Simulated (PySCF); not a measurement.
# C₆H₇ClO: magnetic properties

Programs: PySCF 2.14.0, with routines of our own; each step states its level. All values are computed. Atoms count from 0.

### 1 The system as given

15 atoms, charge 0, multiplicity 1; geometry from: GFN2-xTB.

### 2 Magnetic properties: GIAO B97-2/pcSseg-1

Job settings and geometry (Å):

```
{"job": {"kind": "mag", "xc": "B97-2", "basis": "pcSseg-1", "isotopologues": 2}, "charge": 0, "multiplicity": 1}
Cl    -2.057809    -0.863793     1.654999
C     -2.151167     0.322069     0.326358
C     -1.206788    -0.067518    -0.809007
C      0.220937    -0.044498    -0.377095
C      1.025770    -1.012720     0.144642
C      2.276568    -0.395714     0.395338
C      2.136652     0.899372     0.009409
O      0.896037     1.123693    -0.458212
H     -3.186559     0.335938    -0.012897
H     -1.881718     1.290927     0.746227
H     -1.344933     0.648240    -1.622747
H     -1.459965    -1.066052    -1.167124
H      0.761176    -2.033371     0.329984
H      3.151578    -0.857162     0.804479
H      2.815808     1.728578     0.013734
```

With the program's defaults for keys left out, this is: GIAO B97-2/pcSseg-1 magnetisability, rotational g tensor and spin-rotation constants, non-relativistic, gas phase.

Launch:

```bash
$ OMP_NUM_THREADS=1 python excited_run.py task.json out
```

This one command runs all jobs of the session in turn.

Q: Estimate the wall time and peak memory of this first job on 1 thread of Arm Neoverse N1, shared host.

About 48 s, with a peak of 0.78 GiB.
